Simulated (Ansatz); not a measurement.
**C₂H₉GaGeO: a ladder of functionals and wavefunction methods**

An exercise on one series of results from a longer session: the logs are not shown, and one member is left open.

Computed with Ansatz 0.2.0, Gaussian basis. Level: functionals in def2-TZVPP, the program's frozen cores in correlated methods.

Levels to be run: LDA (SPW92), PBE-D4, revPBE-D4, BLYP-D4, r2SCAN-D4, B97M-V, PBE0-D4, B3LYP-D4, r2SCANh-D4, r2SCAN0-D4, HSE06-D4, BHLYP-D4, CAM-B3LYP-D4, LC-ωPBE, ωB97X-V, ωB97M-V, B2PLYP, PBE-QIDH; CCSD(T)/def2-SVP; MP2/def2-TZVPP; MP2/def2-QZVPP; RPA on PBE.

## The relaxed structure

The geometry comes from an earlier relaxation with PBE0-D4 in a triple-zeta def2 set; it is a stationary point, not always the lowest conformer.

SMILES `[CH3][Ga]([CH3])[O][GeH3]`, 14 atoms, charge 0, spin multiplicity 1.

Atoms are counted from 1 here; the program's logs count them from 0.

Bond lengths: C1–Ga2 1.965 Å, C1–H6 1.091 Å, C1–H7 1.093 Å, C1–H8 1.093 Å, Ga2–C3 1.957 Å, Ga2–O4 1.798 Å, C3–H9 1.093 Å, C3–H10 1.093 Å, C3–H11 1.090 Å, O4–Ge5 1.762 Å, Ge5–H12 1.540 Å, Ge5–H13 1.541 Å, Ge5–H14 1.545 Å. Angles: Ga2–C1–H6 111.9°, Ga2–C1–H7 110.3°, Ga2–C1–H8 110.2°, H6–C1–H7 108.6°, H6–C1–H8 108.6°, H7–C1–H8 107.2°, C1–Ga2–C3 130.5°, C1–Ga2–O4 116.5°, C3–Ga2–O4 113.0°, Ga2–C3–H9 110.5°, Ga2–C3–H10 110.8°, Ga2–C3–H11 110.3°, H9–C3–H10 107.3°, H9–C3–H11 108.8°, H10–C3–H11 109.0°, Ga2–O4–Ge5 132.5°, O4–Ge5–H12 108.0°, O4–Ge5–H13 108.7° and more.

Set-up of the first run:

The input, in.yaml:

```yaml
crystal:
  periodic: [false, false, false]
  atoms:
    - {symbol: C, position_ang: [-1.489087, 1.177496, 0.304492]}
    - {symbol: Ga, position_ang: [0.173876, 0.183707, 0.630618]}
    - {symbol: C, position_ang: [1.339112, 0.134881, 2.202660]}
    - {symbol: O, position_ang: [0.757223, -0.865122, -0.707631]}
    - {symbol: Ge, position_ang: [0.125383, -1.204861, -2.316482]}
    - {symbol: H, position_ang: [-1.769425, 1.792642, 1.160600]}
    - {symbol: H, position_ang: [-1.377559, 1.825495, -0.568341]}
    - {symbol: H, position_ang: [-2.306788, 0.484874, 0.090540]}
    - {symbol: H, position_ang: [1.758620, 1.124563, 2.400048]}
    - {symbol: H, position_ang: [0.778980, -0.163723, 3.091989]}
    - {symbol: H, position_ang: [2.156709, -0.568631, 2.045118]}
    - {symbol: H, position_ang: [0.079473, -2.733125, -2.497263]}
    - {symbol: H, position_ang: [1.067484, -0.573198, -3.359537]}
    - {symbol: H, position_ang: [-1.294012, -0.614976, -2.476801]}
basis:
  gaussian: {orbitals: def2-TZVPP}
hamiltonian: {xc: lda}
output: {orbitals: {seedname: orbitals}}
```

On the command line:

```console
$ ansatz run in.yaml --threads 4 --pin off --events-out ev --progress --plain --max-ram 10444MiB
```

Steps of the session up to this table: LDA; PBE-D4 (GGA); revPBE-D4 (GGA); BLYP-D4 (GGA); r2SCAN-D4 (meta-GGA); B97M-V (meta-GGA); B3LYP-D4 (hybrid); r2SCANh-D4 (hybrid); r2SCAN0-D4 (hybrid); HSE06-D4 (hybrid); BHLYP-D4 (hybrid); CAM-B3LYP-D4 (range-separated); LC-ωPBE (range-separated); ωB97X-V (range-separated); ωB97M-V (range-separated); B2PLYP (double hybrid); PBE-QIDH (double hybrid).

One of the session's tables, all rows but one given; the rest of the session is left out.

It belongs to the step «Frontier levels by functional». 

| functional | HOMO (eV) | gap (eV) |
| --- | --- | --- |
| LDA (SPW92) | -6.41 | 5.01 |
| PBE-D4 | -6.25 | 5.11 |
| revPBE-D4 | -6.19 | 5.17 |
| BLYP-D4 | -6.13 | 5.02 |
| r2SCAN-D4 | -6.53 | 5.67 |
| B97M-V | -6.63 | 5.56 |
| PBE0-D4 | -7.56 | 7.23 |
| B3LYP-D4 | -7.33 | 6.71 |
| r2SCANh-D4 | -7.02 | 6.44 |
| r2SCAN0-D4 | -7.74 | 7.58 |
| HSE06-D4 | -7.16 | 6.47 |
| BHLYP-D4 | -8.73 | 9.15 |
| CAM-B3LYP-D4 | ? | ? |
| LC-ωPBE | -10.24 | 12.02 |
| ωB97X-V | -9.89 | 11.47 |
| ωB97M-V | -9.78 | 11.09 |

Q: Estimate the row for CAM-B3LYP-D4 from the others.

As computed: HOMO (eV): -8.90; gap (eV): 9.46. In the column «HOMO (eV)» it lies between ωB97M-V (-9.78) and BHLYP-D4 (-8.73).
